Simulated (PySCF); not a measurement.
**The bond of RbC, level by level**

One table from this session's results is given with a row withheld; the runs are named, their logs left out.

Method: Rb jorge-DZP-DKH, C jorge-DZP-DKH, spin-free X2C with a Gaussian nucleus; program: PySCF 2.14.0.

Set-up of the first run:

Settings of the job:

```json
{"atoms": "Rb, C", "charge": "0", "basis": "Rb jorge-DZP-DKH, C jorge-DZP-DKH", "Hamiltonian": "spin-free X2C with a Gaussian nucleus", "basis functions": "51", "electrons treated": "43", "masses in u": "84.9118, 12.0000", "levels": "PBE0, PBE, r²SCAN, BLYP, LDA, MN15, HF, MP2, SCS-MP2, CCSD, CCSD(T)", "grid": "80 radial by 434 angular points", "occupations": "held fixed by the projection of orbital angular momentum", "dissociation limit": "Rb + C, each in its ground configuration", "starting distance in angstrom": "2.770", "values of 2S to try": "1, 3"}
```

The run is started by

```console
$ OMP_NUM_THREADS=1 python dia.py task.json out
```

Steps of the session up to this table: The job; PBE0 along the bond; Other states along the same grid; PBE (GGA); r²SCAN; BLYP; LDA; MN15; UHF (mean field); Adding correlation.

One table of the session follows, with a row left open; its other results are not shown here.

It belongs to the step «The curves together». Energy (eV) from each level's lowest point:

| R (Å) | UHF | UHF-MP2 | UHF-SCS-MP2 | UHF-CCSD | UHF-CCSD(T) |
| --- | --- | --- | --- | --- | --- |
| 2.269 | 0.700 | 0.587 | 0.599 | n/a | n/a |
| 2.374 | 0.360 | 0.289 | 0.297 | 0.301 | 0.298 |
| 2.480 | ? | ? | ? | ? | ? |
| 2.559 | 0.061 | 0.038 | 0.040 | 0.043 | 0.042 |
| 2.638 | 0.013 | 0.004 | 0.005 | 0.006 | 0.006 |
| 2.717 | 0.000 | 0.000 | 0.000 | 0.000 | 0.000 |
| 2.823 | 0.022 | 0.031 | 0.030 | 0.027 | 0.027 |
| 2.955 | 0.093 | 0.109 | 0.107 | 0.101 | 0.101 |
| 3.113 | 0.219 | 0.237 | 0.235 | 0.225 | 0.223 |
| 3.324 | 0.419 | 0.436 | 0.435 | n/a | n/a |

Q: Estimate the row for R (Å) = 2.480 from the others.

Worked estimate for «UHF». A straight line through the neighbours (2.374, 0.360) and (2.559, 0.061) gives 0.360 + (0.061 − 0.360) × (2.480 − 2.374) / (2.559 − 2.374) = 0.189; a parabola fitted to 4 rows on both sides gives 0.146.

The run gave: UHF: 0.152; UHF-MP2: 0.111; UHF-SCS-MP2: 0.116; UHF-CCSD: 0.119; UHF-CCSD(T): 0.118. In «UHF» the line misses by +0.037 and the parabola by -0.006.
